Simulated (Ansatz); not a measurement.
Run this with the Ansatz DFT code, driven from Python and show what comes out.

Contents of `li3mg.cif`:
```cif
data_Li3Mg
_cell_length_a 3.051255
_cell_length_b 5.055267
_cell_length_c 5.276943
_cell_angle_alpha 90.00000
_cell_angle_beta 90.00000
_cell_angle_gamma 90.00000
_symmetry_space_group_name_H-M 'P 1'
_symmetry_Int_Tables_number 1
loop_
_symmetry_equiv_pos_as_xyz
'x, y, z'
loop_
_atom_site_label
_atom_site_type_symbol
_atom_site_fract_x
_atom_site_fract_y
_atom_site_fract_z
Li1 Li    0.000000    0.000000    0.994525
Li2 Li    0.500000    0.000000    0.493404
Li3 Li    0.500000    0.500000    0.836007
Mg4 Mg    0.000000    0.500000    0.342731
```

Script `li3mg.py`:
```python
'''How the lattice of Li3Mg depends on the functional.'''

import ansatz as az
from ase.io import read
import numpy as np

def edges_and_angles(cell):
    cell = np.asarray(cell)
    a, b, c = np.linalg.norm(cell, axis=1)
    cosines = cell[1] @ cell[2] / (b * c), cell[0] @ cell[2] / (a * c), cell[0] @ cell[1] / (a * b)
    return (a, b, c, *np.degrees(np.arccos(cosines)))

atoms = read('li3mg.cif')
structure = az.Crystal.from_ase(atoms)

base = (
    structure.calculation()
    .kpoints(8, 5, 5)  # the mesh must be finer for metals
    .occupations('Gaussian', width=0.15)
    .basis(550)
    .relax(cell=True, force_tolerance=0.05, max_steps=40)
)

levels = [('blyp', 'd3bj'), ('pbesol', 'none'), ('lda', 'none')]
print('level            a       b       c    alpha   beta  gamma  V/atom  steps')
for name, dispersion in levels:
    seen = []
    run = base.functional(name, dispersion=dispersion).session().plan()
    result = run.execute(on_event=lambda e: seen.append(e) if e['event'] == 'relax_step' else None)
    cell = result.lattice.cell_ang
    label = name if dispersion == 'none' else f'{name}+{dispersion}'
    print('{:13s} {:7.4f} {:7.4f} {:7.4f} {:6.2f} {:6.2f} {:6.2f}'.format(label, *edges_and_angles(cell)), f'{abs(np.linalg.det(cell)) / len(result.lattice.sites):7.3f} {len(seen):5d}')
```

Output of `python li3mg.py`:
```text
level            a       b       c    alpha   beta  gamma  V/atom  steps
blyp+d3bj      2.9396  4.7169  4.8160  90.00  90.00  90.00  16.694     8
pbesol         3.0988  5.0373  5.1705  90.00  90.00  90.00  20.177     6
lda            3.0471  4.9422  5.0673  90.00  90.00  90.00  19.077     7
```

From smallest to largest: BLYP+D3BJ (16.69 Å³ an atom, -18.0 % against the start), LDA (19.08 Å³ an atom, -6.2 % against the start) and PBEsol (20.18 Å³ an atom, -0.8 % against the start). The spread is 20.9 % in volume.

What to keep in mind:
- BLYP and dispersion corrections can be off by several per cent in the lattices of metals, and by several GPa in the pressure at a fixed cell.
- For a metal this k-point mesh is coarse: on a finer one energies can move by several to tens of meV an atom and pressures by half a GPa or more, differences at one mesh by less.
- This cell is a computed structure, which may not be the phase found in nature.
- Run time: 2.3 min on 1 thread of Arm Neoverse V1 (shared host), peak memory 0.54 GiB.
